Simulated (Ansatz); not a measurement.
Wanted: the native input for an Ansatz 0.2.0 run.

```yaml
Task: band structure
Functional: PBEsol
Potentials_or_basis: Ansatz PAW
Cutoff: "420 eV (not typed: the program's choice for these potentials)"
k_mesh: 8 × 8 × 5
Occupations: fermi-dirac, width 0.05 eV
Spin: no spin polarisation
Path: "[[\"G\", \"M\", \"K\", \"G\", \"A\", \"L\", \"H\", \"A\"], [\"L\", \"M\"], [\"K\", \"H\"]]"
Points_for_each_segment_of_the_path: 14
```

Cd2S:

```
Cd S
1.0
     3.96267    0.00000    0.00000
    -1.98134    3.43177    0.00000
     0.00000    0.00000    5.80919
Cd S
2 1
Cartesian
  0.0000 2.2878 5.4183
  1.9813 1.1439 3.3620
  0.0000 2.2878 2.1245
```

The cell comes from a database or a generator and needn't be the stable form of this composition.

The input as run:

input.yaml

```yaml
crystal:
  lattice:
    - [3.962670049, 0.0, 0.0]
    - [-1.9813350245, 3.4317729293, 0.0]
    - [0.0, 0.0, 5.809192]
  atoms:
    - { symbol: Cd, position: [0.3333333333, 0.6666666667, 0.932717] }
    - { symbol: Cd, position: [0.6666666667, 0.3333333333, 0.578735] }
    - { symbol: S, position: [0.3333333333, 0.6666666667, 0.365705] }
hamiltonian:
  xc: pbesol
  pseudopotentials: { kind: paw }
kpoints:
  mp_grid: { grid: [8, 8, 5] }
  band_path:
    path:
      - [[0.0, 0.0, 0.0], [0.5, 0.0, 0.0], [0.3333333333, 0.3333333333, 0.0], [0.0, 0.0, 0.0], [0.0, 0.0, 0.5], [0.5, 0.0, 0.5], [0.3333333333, 0.3333333333, 0.5], [0.0, 0.0, 0.5]]
      - [[0.5, 0.0, 0.5], [0.5, 0.0, 0.0]]
      - [[0.3333333333, 0.3333333333, 0.0], [0.3333333333, 0.3333333333, 0.5]]
    npoints: 14
scf:
  occupations: { method: fermi_dirac, width: 0.05 }
  n_extra_bands: 7
output:
  forces: true
  stress: true
  eigenvalues: true
  fatbands: false
  write_density: true
  write_potential: true
  elf: true
  volumetric_format: npy
```

Potentials or basis: Ansatz PAW.

Command:

```sh
$ ansatz run input.yaml --threads 2 --pin off --max-ram 5632MiB --backend cpu --events-out ev --progress --plain --runs-dir out
```

It gave:

| Property | Result |
| --- | --- |
| Pressure | -3.0 GPa |
| Largest force | 0.145 eV/Å |
| Band gap along the path | none (metal or under the smearing width) |

Caveat: the PAW data sets come from PBE, with cores solved anew for the run's functional, which leaves a small shift of forces and pressure.

Run time: 23 s on 2 threads of Intel(R) Xeon(R) Processor @ 2.50GHz (Skylake/Cascade Lake), on a shared host, peak memory 0.47 GiB.
